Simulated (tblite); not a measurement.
# C4H11PSi2: the cost of one run

Computed with tblite 0.8.0 and PySCF 2.14.0, with density-fitted response routines of our own, on a single molecule in the gas phase. Atoms count from 0, in the outputs and in this text.

**1. The molecule as given**

18 atoms, charge 0, multiplicity 1; geometry from: force field or distance geometry start.

Bonds of the start (Å): C0–C1 1.20, C1–C2 1.50, C2–C3 1.51, C2–Si4 1.86, Si4–Si5 2.25, Si5–P6 2.19, C0–H7 1.06, C2–H8 1.10, C3–H9 1.10, C3–H10 1.11, C3–H11 1.12, Si4–H12 1.45, Si4–H13 1.45, Si5–H14 1.48, Si5–H15 1.47, P6–H16 1.45, P6–H17 1.45.

**2. Geometry optimisation with GFN2-xTB**

Job settings and geometry (Å):

```
{"job": {"kind": "relax", "xc": "GFN2-xTB", "basis": "xTB"}, "charge": 0, "multiplicity": 1}
C     -1.386900     2.222200    -1.005100
C     -1.452200     1.212000    -0.360200
C     -1.477500    -0.049200     0.446600
C     -2.351700    -1.082700    -0.216700
Si     0.241600    -0.700600     0.724700
Si     1.755300     0.834600     0.079900
P      3.722600    -0.133000     0.014100
H     -1.328900     3.115900    -1.571200
H     -1.912800     0.198900     1.420900
H     -2.294100    -1.072300    -1.313400
H     -3.392700    -0.998500     0.168500
H     -1.998900    -2.094700     0.102800
H      0.394600    -1.912000    -0.053300
H      0.447700    -1.003900     2.132500
H      1.763500     1.946100     1.051700
H      1.372500     1.321300    -1.257900
H      4.121900    -0.590700     1.326800
H      3.767300    -1.207100    -0.951800
```

Run with:

```console
$ OMP_NUM_THREADS=1 python probes_run.py task.json out
```

This one command runs all jobs of the session in turn.

Q: Estimate the wall time and peak memory of this first job on 1 thread of Arm Neoverse N1, shared host.

About 2.6 s, with a peak of 0.18 GiB.
